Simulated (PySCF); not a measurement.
# [Hf(NH3)6]4+: other spin states and a change of charge

How does [Hf(NH3)6]4+ respond at fixed geometry? The runs cover other spin states and a change of charge. It is a constructed species; whether it can be made isn't addressed.

Computed with PySCF 2.14.0. Level: PBE, Hf def2-SVP with ECP60, N def2-SVP, H def2-SVP; scalar-relativistic core potentials, no spin–orbit coupling.

3 further runs of the same task are left out: 2 for a known fault of the program, 1 that didn't finish.

## (1) Starting geometry

25 atoms, charge 4, spin multiplicity 1.

Bond lengths: Hf1–N2 2.336 Å, Hf1–N6 2.336 Å, Hf1–N10 2.336 Å, Hf1–N14 2.336 Å, Hf1–N18 2.336 Å, Hf1–N22 2.336 Å, N2–H3 1.045 Å, N2–H4 1.047 Å, N2–H5 1.047 Å, N6–H7 1.045 Å, N6–H8 1.047 Å, N6–H9 1.047 Å, N10–H11 1.045 Å, N10–H12 1.047 Å, N10–H13 1.047 Å, N14–H15 1.047 Å, N14–H16 1.045 Å, N14–H17 1.047 Å and more. Angles: N2–Hf1–N6 84.9°, N2–Hf1–N10 84.9°, N2–Hf1–N14 77.5°, N2–Hf1–N18 134.1°, N2–Hf1–N22 134.1°, N6–Hf1–N10 84.9°, N6–Hf1–N14 134.1°, N6–Hf1–N18 77.5°, N6–Hf1–N22 134.1°, N10–Hf1–N14 134.1°, N10–Hf1–N18 134.1°, N10–Hf1–N22 77.5°, N14–Hf1–N18 84.9°, N14–Hf1–N22 84.9°, N18–Hf1–N22 84.9°, Hf1–N2–H3 116.4°, Hf1–N2–H4 116.1°, Hf1–N2–H5 116.0° and more.

As a file:

```
atom    x (Å)    y (Å)    z (Å)
 Hf1   0.0000   0.0000   0.0000
  N2   1.8191   0.0834   1.4628
  H3   1.5948   0.0724   2.4832
  H4   2.5077  -0.7009   1.3856
  H5   2.4312   0.9290   1.3868
  N6  -0.9818   1.5337   1.4628
  H7  -0.8601   1.3450   2.4832
  H8  -0.6468   2.5222   1.3856
  H9  -2.0202   1.6410   1.3868
 N10  -0.8373  -1.6171   1.4628
 H11  -0.7347  -1.4174   2.4832
 H12  -1.8609  -1.8213   1.3856
 H13  -0.4110  -2.5700   1.3868
 N14   1.8191   0.0834  -1.4628
 H15   2.5077  -0.7009  -1.3856
 H16   1.5948   0.0724  -2.4832
 H17   2.4312   0.9290  -1.3868
 N18  -0.9818   1.5337  -1.4628
 H19  -0.6468   2.5222  -1.3856
 H20  -0.8601   1.3450  -2.4832
 H21  -2.0202   1.6410  -1.3868
 N22  -0.8373  -1.6171  -1.4628
 H23  -1.8609  -1.8213  -1.3856
 H24  -0.7347  -1.4174  -2.4832
 H25  -0.4110  -2.5700  -1.3868
```

Formal oxidation states: Hf +4. An earlier session relaxed this geometry at PBE, Hf def2-SVP with ECP60, N def2-SVP, H def2-SVP (singlet, point group D3h).

Its energy there is -385.211654 Eh.

## (2) Multiplicity 3 at the relaxed geometry

Input file run.py (the lines that set the calculation):

```python
mol = gto.M(atom='''
Hf     0.00000     0.00000     0.00000
N      1.81913     0.08343     1.46279
H      1.59483     0.07241     2.48323
H      2.50774    -0.70095     1.38556
H      2.43121     0.92904     1.38676
N     -0.98182     1.53370     1.46279
H     -0.86012     1.34496     2.48323
H     -0.64683     2.52224     1.38556
H     -2.02018     1.64097     1.38676
N     -0.83732    -1.61713     1.46279
H     -0.73471    -1.41737     2.48323
H     -1.86091    -1.82129     1.38556
H     -0.41103    -2.57001     1.38676
N      1.81913     0.08343    -1.46279
H      2.50774    -0.70095    -1.38556
H      1.59483     0.07241    -2.48323
H      2.43121     0.92904    -1.38676
N     -0.98182     1.53370    -1.46279
H     -0.64683     2.52224    -1.38556
H     -0.86012     1.34496    -2.48323
H     -2.02018     1.64097    -1.38676
N     -0.83732    -1.61713    -1.46279
H     -1.86091    -1.82129    -1.38556
H     -0.73471    -1.41737    -2.48323
H     -0.41103    -2.57001    -1.38676''',
    basis={'Hf': 'def2-SVP', 'N': 'def2-SVP', 'H': 'def2-SVP'},
    ecp={'Hf': 'def2-SVP'},
    charge=4, spin=2)
mf = dft.UKS(mol, xc='PBE')
mf.grids.atom_grid = (50, 194)
mf = mf.density_fit()  # fitting sets: Hf def2-universal-JKFIT, N def2-universal-JKFIT, H def2-universal-JKFIT
mf.conv_tol = 1e-08; mf.max_cycle = 55
mf.kernel(dm0)  # dm0: free metal ions and neutral atoms
```

On the command line:

```bash
$ OMP_NUM_THREADS=4 python run.py
```

The log of the run:

```text
init E= -377.611023236897
cycle= 1 E= -383.518851773781  delta_E= -5.91  |g|= 1.81  |ddm|= 3.33
cycle= 2 E= -380.968647782093  delta_E= 2.55  |g|= 2.79  |ddm|= 5.52
cycle= 3 E= -384.998677222995  delta_E= -4.03  |g|= 0.143  |ddm|= 4.85
cycle= 4 E= -385.007825999195  delta_E= -0.00915  |g|= 0.0836  |ddm|= 0.332
cycle= 5 E= -385.009315864299  delta_E= -0.00149  |g|= 0.0684  |ddm|= 0.215
cycle= 6 E= -385.00940586492  delta_E= -9e-05  |g|= 0.0668  |ddm|= 0.212
cycle= 7 E= -385.012498985867  delta_E= -0.00309  |g|= 0.00464  |ddm|= 0.112
cycle= 8 E= -385.012356774645  delta_E= 0.000142  |g|= 0.0149  |ddm|= 0.0309
cycle= 9 E= -385.012514525043  delta_E= -0.000158  |g|= 0.00058  |ddm|= 0.0243
cycle= 10 E= -385.012514706778  delta_E= -1.82e-07  |g|= 0.0004  |ddm|= 0.00198
cycle= 11 E= -385.012514833397  delta_E= -1.27e-07  |g|= 6.22e-05  |ddm|= 0.000667
cycle= 12 E= -385.012514836089  delta_E= -2.69e-09  |g|= 1.62e-05  |ddm|= 0.000189
Extra cycle  E= -385.012514829967  delta_E= 6.12e-09  |g|= 9.46e-05  |ddm|= 0.000187
converged SCF energy = -385.012514829967  <S^2> = 2.0010903  2S+1 = 3.0007268
```

It took 33 s on 4 threads of Intel Xeon Platinum 8259CL at 2.50GHz (Skylake/Cascade Lake), shared host.

It gives: E = -385.012515 Eh (+5.419 eV from the relaxed state), HOMO -19.70 eV, LUMO -25.36 eV (over both spins), ⟨S²⟩ = 2.001, Mulliken charge on Hf1 +0.84 e. An empty level of one spin lies below a filled level of the other.

## (3) One electron removed, multiplicity 2

run.py (the lines that set the calculation), as its differences from that of step 2:

```diff
@@ -28,3 +28,3 @@
     ecp={'Hf': 'def2-SVP'},
-    charge=4, spin=2)
+    charge=5, spin=1)
 mf = dft.UKS(mol, xc='PBE')
@@ -33,2 +33,2 @@
 mf.conv_tol = 1e-08; mf.max_cycle = 55
-mf.kernel(dm0)  # dm0: free metal ions and neutral atoms
+mf.kernel(dm0)  # dm0: the density of the relaxed state
```

On the command line:

```bash
$ OMP_NUM_THREADS=4 python run.py
```

The log of the run:

```text
init E= -385.213590277826
  HOMO = -0.945064363438  LUMO = -0.940582300294  gap/eV = 0.12196
cycle= 1 E= -384.153356860048  delta_E= 1.06  |g|= 0.203  |ddm|= 0.714
  HOMO = -1.18783468012  LUMO = -1.17369865469  gap/eV = 0.38466
cycle= 2 E= -384.133497859298  delta_E= 0.0199  |g|= 0.308  |ddm|= 0.457
  HOMO = -1.14837906453  LUMO = -1.13385891124  gap/eV = 0.39511
cycle= 3 E= -384.175125208981  delta_E= -0.0416  |g|= 0.0249  |ddm|= 0.218
  HOMO = -1.14535063244  LUMO = -1.13018008382  gap/eV = 0.41281
cycle= 4 E= -384.175192734442  delta_E= -6.75e-05  |g|= 0.0243  |ddm|= 0.0596
  HOMO = -1.14501647795  LUMO = -1.12952124535  gap/eV = 0.42165
cycle= 5 E= -384.175539173009  delta_E= -0.000346  |g|= 0.00467  |ddm|= 0.0295
  HOMO = -1.14506396173  LUMO = -1.12950429892  gap/eV = 0.42340
cycle= 6 E= -384.175538084927  delta_E= 1.09e-06  |g|= 0.00488  |ddm|= 0.0136
  HOMO = -1.14517773549  LUMO = -1.12947610255  gap/eV = 0.42726
cycle= 7 E= -384.175554011845  delta_E= -1.59e-05  |g|= 0.000418  |ddm|= 0.00731
  HOMO = -1.14521111993  LUMO = -1.12946642181  gap/eV = 0.42844
cycle= 8 E= -384.175554135346  delta_E= -1.24e-07  |g|= 7.88e-05  |ddm|= 0.000628
  HOMO = -1.14521402543  LUMO = -1.12946028596  gap/eV = 0.42868
cycle= 9 E= -384.175554139336  delta_E= -3.99e-09  |g|= 4.75e-05  |ddm|= 0.000163
  HOMO = -1.14521379747  LUMO = -1.12946013038  gap/eV = 0.42868
Extra cycle  E= -384.175554099033  delta_E= 4.03e-08  |g|= 0.000251  |ddm|= 0.000429
converged SCF energy = -384.175554099033  <S^2> = 0.75259786  2S+1 = 2.0025962
```

It took 28 s on 4 threads of Intel Xeon Platinum 8259CL at 2.50GHz (Skylake/Cascade Lake), shared host.

It gives: E = -384.175554 Eh (+28.194 eV from the relaxed state), HOMO -31.16 eV, LUMO -30.73 eV (over both spins), ⟨S²⟩ = 0.753, Mulliken charge on Hf1 +1.20 e. 

## (4) One electron added, multiplicity 2

run.py (the lines that set the calculation), as its differences from that of step 3:

```diff
@@ -28,3 +28,3 @@
     ecp={'Hf': 'def2-SVP'},
-    charge=5, spin=1)
+    charge=3, spin=1)
 mf = dft.UKS(mol, xc='PBE')
```

On the command line:

```bash
$ OMP_NUM_THREADS=4 python run.py
```

The log of the run:

```text
init E= -385.213479665906
  HOMO = -0.75024735806  LUMO = -0.746822508783  gap/eV = 0.09319
cycle= 1 E= -385.784266776011  delta_E= -0.571  |g|= 0.313  |ddm|=    1
  HOMO = -0.441969270153  LUMO = -0.438826718458  gap/eV = 0.08551
cycle= 2 E= -385.558639084122  delta_E= 0.226  |g|= 0.558  |ddm|= 2.92
  HOMO = -0.544311693202  LUMO = -0.51114791057  gap/eV = 0.90243
cycle= 3 E= -385.848423710055  delta_E= -0.29  |g|= 0.076  |ddm|=  2.8
  HOMO = -0.535159092759  LUMO = -0.494064093438  gap/eV = 1.11825
cycle= 4 E= -385.851367044242  delta_E= -0.00294  |g|= 0.0435  |ddm|= 0.105
  HOMO = -0.532691672867  LUMO = -0.490121485438  gap/eV = 1.15839
cycle= 5 E= -385.852174316252  delta_E= -0.000807  |g|= 0.0085  |ddm|= 0.0339
  HOMO = -0.530633366649  LUMO = -0.487570873012  gap/eV = 1.17179
cycle= 6 E= -385.852226898507  delta_E= -5.26e-05  |g|= 0.000908  |ddm|= 0.0163
  HOMO = -0.53048780482  LUMO = -0.487353241266  gap/eV = 1.17375
cycle= 7 E= -385.852227302598  delta_E= -4.04e-07  |g|= 9.38e-05  |ddm|= 0.00126
  HOMO = -0.530514220755  LUMO = -0.487375049836  gap/eV = 1.17388
cycle= 8 E= -385.852227309801  delta_E= -7.2e-09  |g|= 2.44e-05  |ddm|= 0.00018
  HOMO = -0.530520883437  LUMO = -0.487381750839  gap/eV = 1.17388
Extra cycle  E= -385.852227309509  delta_E= 2.92e-10  |g|= 3.85e-05  |ddm|= 8.31e-05
converged SCF energy = -385.852227309509  <S^2> = 0.75209813  2S+1 = 2.002097
```

Run time: 26 s. Hardware: 4 threads of Intel Xeon Platinum 8259CL at 2.50GHz (Skylake/Cascade Lake), shared host.

Read off: E = -385.852227 Eh (-17.431 eV from the relaxed state), HOMO -14.44 eV, LUMO -13.82 eV (over both spins), ⟨S²⟩ = 0.752, Mulliken charge on Hf1 +0.87 e. 

## (5) The states side by side

| state | energy from the relaxed state (eV) | ⟨S²⟩ | time |
| --- | --- | --- | --- |
| charge +4, singlet, vacuum (relaxed) | 0 | 0.00 |  |
| charge +3, doublet, vacuum | -17.43 | 0.75 | 26 s |
| charge +4, triplet, vacuum | 5.42 | 2.00 | 33 s |
| charge +5, doublet, vacuum | 28.19 | 0.75 | 28 s |

An electron taken off or put on is at rest in vacuum. 

Removing an electron vertically costs 28.19 eV (doublet), against −HOMO = 25.66 eV. Adding an electron vertically releases 17.43 eV (doublet). The triplet lies 5.42 eV above at this geometry. These are double-zeta-type bases without diffuse functions. Spin–orbit coupling is left out.
